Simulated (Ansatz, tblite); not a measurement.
**In(H2S)F3 (F₃H₂InS): a ladder of methods and basis sets**

Aim: run the singlet of In(H2S)F3 (F₃H₂InS) at one geometry on many levels, and compare frontier levels, spin and run time.

Program: Ansatz 0.2.0, Gaussian basis. Level of theory: as each input shows. These are calculated values, not measurements.

The runs, in order: GFN1-xTB, GFN2-xTB, PBE-D4/def2-TZVP, r2SCAN-D4/def2-TZVP, B97M-V/def2-TZVP, ωB97X-V/def2-TZVP, B3LYP-D4/def2-TZVP, PBE-QIDH/def2-TZVP, BLYP-D4/def2-TZVP, B2PLYP/def2-TZVP, HF/def2-TZVP, PBE-D4/def2-SVP, PBE0-D4/def2-SVP, CCSD(T)/def2-TZVP, RPA/def2-TZVP.

3 further runs of the same task are left out: 3 set aside as unsound or not needed.

## (1) The relaxed structure

The geometry is that of the singlet, from an earlier relaxation (PBE-D4/def2-SVP).

7 atoms, charge 0, spin multiplicity 1.

Bond lengths: In1–S2 2.733 Å, In1–F5 1.964 Å, In1–F6 2.012 Å, In1–F7 1.972 Å, S2–H3 1.389 Å, S2–H4 1.366 Å. Angles: S2–In1–F5 112.2°, S2–In1–F6 77.9°, S2–In1–F7 98.6°, F5–In1–F6 118.0°, F5–In1–F7 124.0°, F6–In1–F7 113.4°, In1–S2–H3 69.9°, In1–S2–H4 87.3°, H3–S2–H4 92.1°.

Geometry (Å):

```xyz
7
F3H2InS
In    0.32306   -0.23196   -0.97894
S     0.24425    0.04093    1.73966
H    -0.26395    1.18089    1.13057
H    -0.97085   -0.58155    1.70180
F     2.15838   -0.41478   -1.65423
F    -0.42436    1.62323   -0.76122
F    -1.06654   -1.61675   -1.17765
```

In takes a core potential in the def2 sets. No spin-orbit coupling is included.

PBE0-D4/def2-TZVP was run before; its log isn't repeated, and its numbers join the tables.

## (2) GFN1-xTB

Tight binding, by tblite at 300 K electronic temperature and without a spin-polarisation term:

```python
tblite.interface.Calculator('GFN1-xTB', numbers, positions, charge=0, uhf=0).singlepoint()
```

Energy -592.7741 eV, HOMO -12.83 eV, LUMO -9.22 eV; 0.005 s.

## (3) GFN2-xTB

Tight binding, by tblite at 300 K electronic temperature and without a spin-polarisation term:

```python
tblite.interface.Calculator('GFN2-xTB', numbers, positions, charge=0, uhf=0).singlepoint()
```

Energy -538.3725 eV, HOMO -13.02 eV, LUMO -10.21 eV; 0.003 s.

## (4) PBE-D4/def2-TZVP

start.molden holds the orbitals of an earlier run on this state, given as this run's starting guess.

The input, in.yaml:

```yaml
crystal:
  periodic: [false, false, false]
  atoms:
    - {symbol: In, position_ang: [0.323064, -0.231962, -0.978940]}
    - {symbol: S, position_ang: [0.244246, 0.040929, 1.739661]}
    - {symbol: H, position_ang: [-0.263949, 1.180887, 1.130569]}
    - {symbol: H, position_ang: [-0.970850, -0.581546, 1.701798]}
    - {symbol: F, position_ang: [2.158385, -0.414776, -1.654226]}
    - {symbol: F, position_ang: [-0.424362, 1.623230, -0.761217]}
    - {symbol: F, position_ang: [-1.066544, -1.616752, -1.177645]}
basis:
  gaussian: {orbitals: def2-TZVP, initial_orbitals: start.molden}
hamiltonian: {xc: pbe, dispersion: d4}
scf: {omitted_lower_state_checks: [starts]}
output: {orbitals: {seedname: orbitals}}
```

Started as:

```sh
$ ansatz run in.yaml --threads 4 --pin off --events-out ev --progress --plain --max-ram 3916MiB
```

Further steps of the session: r2SCAN-D4/def2-TZVP; B97M-V/def2-TZVP; ωB97X-V/def2-TZVP; B3LYP-D4/def2-TZVP; PBE-QIDH/def2-TZVP; BLYP-D4/def2-TZVP; B2PLYP/def2-TZVP; HF/def2-TZVP; PBE-D4/def2-SVP; PBE0-D4/def2-SVP; CCSD(T)/def2-TZVP; RPA/def2-TZVP.

Q: Predict the results of all the runs planned. Wanted: gap in def2-TZVP, named functionals and Hartree-Fock, smallest and largest; correlation energy, CCSD(T)/def2-TZVP; binding an atom, CCSD(T)/def2-TZVP; PBE0 total energy, smallest basis above largest.

The runs gave:

| quantity | value |
| --- | --- |
| gap in def2-TZVP, named functionals and Hartree-Fock, smallest and largest | 4.49 eV (BLYP-D4), 13.75 eV (HF) |
| correlation energy, CCSD(T)/def2-TZVP | -34.67 eV |
| binding an atom, CCSD(T)/def2-TZVP | 2.920 eV |
| PBE0 total energy, smallest basis above largest | 14.46 eV (def2-SVP, def2-TZVP) |

**Reading.** Orbital gaps of the named functionals and Hartree-Fock in def2-TZVP span 4.49 eV (BLYP-D4) to 13.75 eV (HF); exact exchange widens it. The functionals in def2-TZVP miss CCSD(T)/def2-TZVP by +0.051 (PBE0-D4) to +0.195 eV (PBE-D4) an atom. CCSD(T)/def2-TZVP isn't at the basis-set limit; small misses against it rank nothing.
